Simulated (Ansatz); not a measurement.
# WS2: the cost of one run

Program: Ansatz 0.2.0. Level of theory: DFT LDA, scalar-relativistic, plane waves, PAW. These are calculated values, not measurements.

17 further runs of the same task are left out: 17 set aside as unsound or not needed. Runs told in other sessions of the task aren't counted.

**1. The structure to begin with**

Symmetry: P-3m1, No. 164, trigonal system. Conventional cell: a = 3.126 Å, b = 3.126 Å, c = 23.343 Å, α = 90.00°, β = 90.00°, γ = 120.00°. Around W (site symmetry 3m) lie 6 S at 2.39 Å. Around S (site symmetry 3m) lie 3 W at 2.39 Å.

As a file:

```cif
data_structure
_symmetry_space_group_name_H-M 'P-3m1'
_symmetry_Int_Tables_number 164
_cell_length_a 3.1264
_cell_length_b 3.1264
_cell_length_c 23.3426
_cell_angle_alpha 90.000
_cell_angle_beta 90.000
_cell_angle_gamma 120.000
_cell_volume 197.59
loop_
_atom_site_label
_atom_site_type_symbol
_atom_site_symmetry_multiplicity
_atom_site_Wyckoff_symbol
_atom_site_fract_x
_atom_site_fract_y
_atom_site_fract_z
_atom_site_occupancy
W1 W 2 d 0.33333 0.66667 0.63028 1
S1 S 2 d 0.33333 0.66667 0.30289 1
S2 S 2 d 0.66667 0.33333 0.56333 1
```

It goes back to an entry of the Materials Project, which need not be the stable form.

It is the result of an earlier relaxation at this level (volume 32.93 Å³/atom; gap on the mesh: 1.34 eV).

**2. The scan**

The energy is mapped over volume and the cell's shape.

- volume per atom: 7 values from 28.98 to 36.88 Å³
- c/a of the conventional cell: 7 values from 6.618 to 8.423

Nothing else is relaxed (fractional coordinates fixed). Energies count from the relaxed crystal. Points are written as (first, second).

**3. The run at (36.88 Å³, 6.618)**

The input, input.yaml:

```yaml
crystal:
  lattice:
    - [3.3799356792, 0.0, 0.0]
    - [-1.6899678396, 2.9271101613, 0.0]
    - [0.0, 0.0, 22.3687523183]
  atoms:
    - { symbol: W, position: [0.3333333333, 0.6666666667, 0.630275736] }
    - { symbol: W, position: [0.6666666667, 0.3333333333, 0.369724264] }
    - { symbol: S, position: [0.3333333333, 0.6666666667, 0.3028928957] }
    - { symbol: S, position: [0.6666666667, 0.3333333333, 0.5633280735] }
    - { symbol: S, position: [0.3333333333, 0.6666666667, 0.4366719265] }
    - { symbol: S, position: [0.6666666667, 0.3333333333, 0.6971071043] }
basis:
  ecutwfc: 420
kpoints:
  mp_grid: { grid: [12, 12, 2] }
hamiltonian:
  xc: lda
  pseudopotentials: { kind: paw, azcp: { folder: soft_1 } }
scf:
  occupations: { method: gaussian, width: 0.05 }
output:
  forces: true
  stress: true
  eigenvalues: true
```

The run is started by

```bash
$ ansatz run input.yaml --threads 2 --pin off --max-ram 4096MiB --backend cpu --events-out ev --progress --plain --runs-dir out
```

What time and memory should one allow on 2 threads of Arm Neoverse N1, shared host?

About 15 s, with a peak of 0.52 GiB.
